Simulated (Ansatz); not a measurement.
# C3H11BS: a ladder of functionals and wavefunction methods

The task here is to estimate one member of a computed series from the others.

Program: Ansatz 0.2.0, Gaussian basis. Level of theory: functionals in def2-TZVPP, the program's frozen cores in correlated methods. These are calculated values, not measurements.

Levels to be run: LDA (SPW92), PBE-D4, revPBE-D4, BLYP-D4, r2SCAN-D4, B97M-V, PBE0-D4, B3LYP-D4, r2SCANh-D4, r2SCAN0-D4, HSE06-D4, BHLYP-D4, CAM-B3LYP-D4, LC-ωPBE, ωB97X-V, ωB97M-V, B2PLYP, PBE-QIDH; CCSD(T)/def2-SVP; CCSD(T)/def2-TZVPP; MP2/def2-QZVPP; extrapolation to the limit; RPA on PBE.

## Structure used throughout

All runs share one geometry, relaxed beforehand with PBE0-D4 in a triple-zeta def2 set.

16 atoms, charge 0, spin multiplicity 1.

Atoms are counted from 1 here; the program's logs count them from 0.

Bond lengths: C1–B2 1.596 Å, C1–H6 1.095 Å, C1–H7 1.098 Å, C1–H8 1.095 Å, B2–C3 1.598 Å, B2–C4 1.598 Å, B2–S5 2.271 Å, C3–H9 1.095 Å, C3–H10 1.095 Å, C3–H11 1.098 Å, C4–H12 1.095 Å, C4–H13 1.095 Å, C4–H14 1.098 Å, S5–H15 1.344 Å, S5–H16 1.344 Å. Angles: B2–C1–H6 114.1°, B2–C1–H7 107.6°, B2–C1–H8 114.1°, H6–C1–H7 106.1°, H6–C1–H8 108.2°, H7–C1–H8 106.1°, C1–B2–C3 116.9°, C1–B2–C4 116.9°, C1–B2–S5 102.8°, C3–B2–C4 116.7°, C3–B2–S5 99.2°, C4–B2–S5 99.2°, B2–C3–H9 114.2°, B2–C3–H10 114.3°, B2–C3–H11 107.3°, H9–C3–H10 108.2°, H9–C3–H11 106.2°, H10–C3–H11 106.0° and more.

Geometry (Å):

```xyz
16

C    -0.8851    0.7069   -1.0529
B     0.1086   -0.1180   -0.1157
C     1.6486    0.3058   -0.1463
C    -0.2044   -1.6726    0.0771
S    -0.4304    0.6211    1.9627
H    -0.7372    1.7914   -1.0175
H    -0.6887    0.4065   -2.0906
H    -1.9453    0.5006   -0.8726
H     2.2575   -0.1619    0.6338
H     1.8185    1.3872   -0.1109
H     2.0629   -0.0349   -1.1040
H    -1.2600   -1.8997    0.2607
H     0.3904   -2.1558    0.8586
H     0.0553   -2.1777   -0.8622
H    -0.4444    1.9446    1.7322
H    -1.7692    0.5338    1.8917
```

Set-up of the first run:

in.yaml

```yaml
crystal:
  periodic: [false, false, false]
  atoms:
    - {symbol: C, position_ang: [-0.885117, 0.706935, -1.052875]}
    - {symbol: B, position_ang: [0.108628, -0.117957, -0.115676]}
    - {symbol: C, position_ang: [1.648631, 0.305805, -0.146286]}
    - {symbol: C, position_ang: [-0.204407, -1.672594, 0.077120]}
    - {symbol: S, position_ang: [-0.430430, 0.621100, 1.962748]}
    - {symbol: H, position_ang: [-0.737248, 1.791368, -1.017535]}
    - {symbol: H, position_ang: [-0.688699, 0.406527, -2.090627]}
    - {symbol: H, position_ang: [-1.945333, 0.500637, -0.872557]}
    - {symbol: H, position_ang: [2.257535, -0.161882, 0.633767]}
    - {symbol: H, position_ang: [1.818545, 1.387179, -0.110862]}
    - {symbol: H, position_ang: [2.062859, -0.034913, -1.104005]}
    - {symbol: H, position_ang: [-1.259971, -1.899656, 0.260746]}
    - {symbol: H, position_ang: [0.390389, -2.155776, 0.858614]}
    - {symbol: H, position_ang: [0.055271, -2.177671, -0.862219]}
    - {symbol: H, position_ang: [-0.444433, 1.944599, 1.732202]}
    - {symbol: H, position_ang: [-1.769223, 0.533802, 1.891742]}
basis:
  gaussian: {orbitals: def2-TZVPP}
hamiltonian: {xc: lda}
output: {orbitals: {seedname: orbitals}}
```

The run is started by

```sh
$ ansatz run in.yaml --threads 4 --pin off --events-out ev --progress --plain --max-ram 11315MiB
```

Among the steps run: LDA; PBE-D4 (GGA); revPBE-D4 (GGA); BLYP-D4 (GGA); r2SCAN-D4 (meta-GGA); B97M-V (meta-GGA); PBE0-D4 (hybrid); B3LYP-D4 (hybrid); r2SCANh-D4 (hybrid); r2SCAN0-D4 (hybrid); HSE06-D4 (hybrid); BHLYP-D4 (hybrid); CAM-B3LYP-D4 (range-separated); LC-ωPBE (range-separated); ωB97X-V (range-separated); ωB97M-V (range-separated); B2PLYP (double hybrid); PBE-QIDH (double hybrid).

One table of the session follows, with a row left open; its other results are not shown here.

It belongs to the step «Orbital energies across the functionals». 

| functional | HOMO (eV) | gap (eV) |
| --- | --- | --- |
| LDA (SPW92) | -6.71 | 5.49 |
| PBE-D4 | -6.60 | 5.49 |
| revPBE-D4 | -6.55 | 5.50 |
| BLYP-D4 | -6.53 | 5.49 |
| r2SCAN-D4 | -6.88 | 6.08 |
| B97M-V | -7.00 | 6.09 |
| PBE0-D4 | -7.96 | 7.87 |
| B3LYP-D4 | -7.77 | 7.40 |
| r2SCANh-D4 | -7.38 | 6.95 |
| r2SCAN0-D4 | -8.14 | 8.25 |
| HSE06-D4 | -7.55 | 7.08 |
| BHLYP-D4 | -9.23 | 9.99 |
| CAM-B3LYP-D4 | -9.39 | 10.29 |
| LC-ωPBE | -10.72 | 12.93 |
| ωB97X-V | ? | ? |
| ωB97M-V | -10.25 | 11.88 |

Estimate the missing values for ωB97X-V.

As computed: HOMO (eV): -10.39; gap (eV): 12.37. In the column «HOMO (eV)» it lies between LC-ωPBE (-10.72) and ωB97M-V (-10.25).
